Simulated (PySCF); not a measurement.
# N3NdO6 (Nd(NO2)3): the cost of one run

Program: PySCF 2.14.0. Level of theory: r2SCAN, Nd lcecp-1-SVP with ECP49, O def2-SVP, N def2-SVP; scalar-relativistic core potentials, no spin–orbit coupling. These are calculated values, not measurements.

5 further runs of the same task are left out: 2 for a known fault of the program, 3 that didn't finish.

### Step 1. Starting geometry

10 atoms, charge 0, spin multiplicity 1.

Bond lengths: Nd1–O2 2.523 Å, Nd1–O3 2.523 Å, Nd1–N4 2.979 Å, Nd1–O5 2.522 Å, Nd1–O6 2.522 Å, Nd1–N7 2.979 Å, Nd1–O8 2.522 Å, Nd1–O9 2.522 Å, Nd1–N10 2.979 Å, O2–N4 1.265 Å, O3–N4 1.265 Å, O5–N7 1.265 Å, O6–N7 1.265 Å, O8–N10 1.265 Å, O9–N10 1.265 Å. Angles: O2–Nd1–O3 49.7°, O2–Nd1–N4 24.8°, O2–Nd1–O5 103.6°, O2–Nd1–O6 126.0°, O2–Nd1–N7 117.0°, O2–Nd1–O8 103.6°, O2–Nd1–O9 126.0°, O2–Nd1–N10 117.0°, O3–Nd1–N4 24.8°, O3–Nd1–O5 126.0°, O3–Nd1–O6 103.6°, O3–Nd1–N7 117.0°, O3–Nd1–O8 126.0°, O3–Nd1–O9 103.6°, O3–Nd1–N10 117.0°, N4–Nd1–O5 117.0°, N4–Nd1–O6 117.0°, N4–Nd1–N7 120.0° and more.

As a file:

```csv
atom,x (Å),y (Å),z (Å)
Nd1,0.00000,0.00000,0.00000
O2,2.28900,0.00000,1.06000
O3,2.28900,0.00000,-1.06000
N4,2.97900,0.00000,0.00000
O5,-1.14450,1.98230,1.06000
O6,-1.14450,1.98230,-1.06000
N7,-1.48950,2.57990,0.00000
O8,-1.14450,-1.98230,1.06000
O9,-1.14450,-1.98230,-1.06000
N10,-1.48950,-2.57990,0.00000
```

Formal oxidation states: Nd +3. Each metal's 3 4f electrons lie in its core potential, so multiplicities, spins and levels count the valence alone.

### Step 2. SCF at the start, singlet

Input file run.py (the lines that set the calculation):

```python
mol = gto.M(atom='''
Nd     0.00000     0.00000     0.00000
O      2.28900     0.00000     1.06000
O      2.28900     0.00000    -1.06000
N      2.97900     0.00000     0.00000
O     -1.14450     1.98230     1.06000
O     -1.14450     1.98230    -1.06000
N     -1.48950     2.57990     0.00000
O     -1.14450    -1.98230     1.06000
O     -1.14450    -1.98230    -1.06000
N     -1.48950    -2.57990     0.00000''',
    basis={'Nd': 'lcecp-1-SVP', 'O': 'def2-SVP', 'N': 'def2-SVP'},
    ecp={'Nd': 'lcecp-1-SVP'},
    charge=0, spin=0)
mf = dft.RKS(mol, xc='R2SCAN')
mf.grids.atom_grid = (50, 194)  # f atoms: unpruned, at least (60, 302)
mf = mf.density_fit()  # fitting sets: Nd AutoAux, O def2-universal-JKFIT, N def2-universal-JKFIT
mf.conv_tol = 1e-08; mf.max_cycle = 55
mf.kernel(dm0)  # dm0: free metal ions and neutral atoms
```

On the command line:

```sh
OMP_NUM_THREADS=4 python run.py
```

**Question.** How long does this run take on 4 threads of AMD EPYC, shared host, and how much memory does it need?

About 21 s, with a peak of 0.84 GiB.
